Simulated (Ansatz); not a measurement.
# CH3Ag (SMILES [CH3][Ag]): single points off equilibrium

An exercise on one series of results from a longer session: the logs are not shown, and one member is left open.

Computed with Ansatz 0.2.0, Gaussian basis. Level: single points in def2-TZVPP.

Correlated methods freeze the cores. Filled d shells of the heavier atoms are correlated. Core potentials replace the inner electrons past krypton, and spin-orbit coupling is left out.

### The system as given

SMILES `[CH3][Ag]`, 5 atoms, charge 0, spin multiplicity 1.

Atoms are counted from 1 here; the program's logs count them from 0.

Bond lengths: C1–Ag2 2.043 Å, C1–H3 0.986 Å, C1–H4 1.223 Å, C1–H5 1.280 Å. Angles: Ag2–C1–H3 114.1°, Ag2–C1–H4 106.1°, Ag2–C1–H5 110.5°, H3–C1–H4 99.3°, H3–C1–H5 95.8°, H4–C1–H5 129.8°.

As a file:

```
C    -0.1339    0.0608   -0.1417
Ag    1.6193   -0.6226    0.6527
H    -0.9121   -0.0368    0.4552
H    -0.4487   -0.7410   -1.0098
H    -0.1480    1.3401   -0.1633
```

The first run:

File run/in.yaml:

```yaml
crystal:
  periodic: [false, false, false]
  atoms:
    - {symbol: C, position_ang: [-0.133900, 0.060800, -0.141700]}
    - {symbol: Ag, position_ang: [1.619300, -0.622600, 0.652700]}
    - {symbol: H, position_ang: [-0.912100, -0.036800, 0.455200]}
    - {symbol: H, position_ang: [-0.448700, -0.741000, -1.009800]}
    - {symbol: H, position_ang: [-0.148000, 1.340100, -0.163300]}
basis:
  gaussian: {orbitals: def2-TZVPP}
correlation: {method: ccsd_t}
output: {forces: true}
```

The command line of these runs was not kept.

Steps of the session up to this table: CCSD(T)/def2-TZVPP; PBE0-D4/def2-TZVPP; wB97M-V/def2-TZVPP; r2SCAN-D4/def2-TZVPP; PBE-D4/def2-TZVPP; LC-wPBE/def2-TZVPP; SPW92/def2-TZVPP.

One table of the session follows, with a row left open; its other results are not shown here.

| method | RMS force component (eV/Å) | angle to CCSD(T) forces (°) | dipole (D) |
| --- | --- | --- | --- |
| CCSD(T) | 2.184 | reference | 2.27 |
| PBE0-D4 | 2.215 | 0.7 | 2.11 |
| wB97M-V | 2.182 | 2.1 | 2.62 |
| r2SCAN-D4 | 2.186 | 1.8 | 1.74 |
| PBE-D4 | 2.194 | 3.2 | 1.48 |
| LC-wPBE | ? | ? | ? |
| SPW92 | 2.240 | 8.2 | 1.28 |

Estimate the missing values for LC-wPBE.

As computed: RMS force component (eV/Å): 2.245; angle to CCSD(T) forces (°): 2.1; dipole (D): 2.94. In the column «RMS force component (eV/Å)» it is the highest.
